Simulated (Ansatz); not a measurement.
Task: a rigid torsion scan of F₂GeH₂O₂, SMILES [OH][Ge]([OH])([F])[F], with the Ansatz DFT code, driven from Python. Give the script and its output. Level of theory (for the species named): PBE, def2-SVP basis, multiplicity 1.

```xyz
7

O    -1.1440    0.6687    1.0319
Ge   -0.0236   -0.0123   -0.1219
O     1.3333   -0.6746    0.7788
F    -0.7258   -1.2869   -1.0281
F     0.5530    1.2163   -1.2515
H    -1.9214    1.0722    0.4426
H     1.9898   -1.0515    0.1026
```

The script, `torsion.py`:
```python
"""Energy of F2GeH2O2 as one group turns about a bond."""

import ansatz as az
from ase import Atoms

atoms = Atoms(["O", "Ge", "O", "F", "F", "H", "H"], positions=[
    (-1.144, 0.6687, 1.0319),
    (-0.0236, -0.0123, -0.1219),
    (1.3333, -0.6746, 0.7788),
    (-0.7258, -1.2869, -1.0281),
    (0.553, 1.2163, -1.2515),
    (-1.9214, 1.0722, 0.4426),
    (1.9898, -1.0515, 0.1026),
])

# relax first, so that the scan starts from a minimum
first = (
    az.Crystal.molecule_from_ase(atoms).calculation()
    .basis(gaussian="def2-SVP")
    .functional("PBE")
    .scf(lower_state_search="standard")
    .relax(force_tolerance=0.02, max_steps=80)
)
atoms.positions = first.run(threads=1, backend="cpu").report["positions_ang"]

start = atoms.get_dihedral(2, 1, 0, 5)
energies = {}
for turn in range(0, 360, 30):
    turned = atoms.copy()
    turned.set_dihedral(2, 1, 0, 5, start + turn, indices=[0, 5])
    setup = az.Crystal.molecule_from_ase(turned).calculation()
    setup = setup.basis(gaussian="def2-SVP").functional("PBE")
    setup = setup.scf(lower_state_search="standard")
    energies[round((start + turn) % 360)] = setup.run(threads=1, backend="cpu").report["free_energy_ev"]
floor = min(energies.values())
print("dihedral O2-Ge1-O0-H5 (deg)   E - E(min) (kcal/mol)")
for angle, e in sorted(energies.items()):
    print(f"{angle:8d} {23.060548 * (e - floor):14.3f}  " + "#" * int(30 * (e - floor) / max(max(energies.values()) - floor, 1e-9)))
```

```console
$ python torsion.py
dihedral O2-Ge1-O0-H5 (deg)   E - E(min) (kcal/mol)
       5          0.783  ################
      35          1.271  ##########################
      65          1.433  ##############################
      95          0.969  ####################
     125          0.270  #####
     155          0.000
     185          0.304  ######
     215          0.844  #################
     245          1.236  #########################
     275          1.247  ##########################
     305          0.904  ##################
     335          0.601  ############
```

Reading the output:
- These settings explore the input space; basis and method may be short of convergence.
- The scan is rigid and the energies are electronic, in a modest basis. With rigid groups the curve can differ much from the relaxed path, the start wasn't checked as a minimum of this torsion, and equivalent turns needn't return to the same energy.
- The whole script took 75 s on 1 thread of Arm Neoverse V1 (shared host), peak memory 0.21 GiB.

(Lines on the test bed's own set-up are left out of the output.)
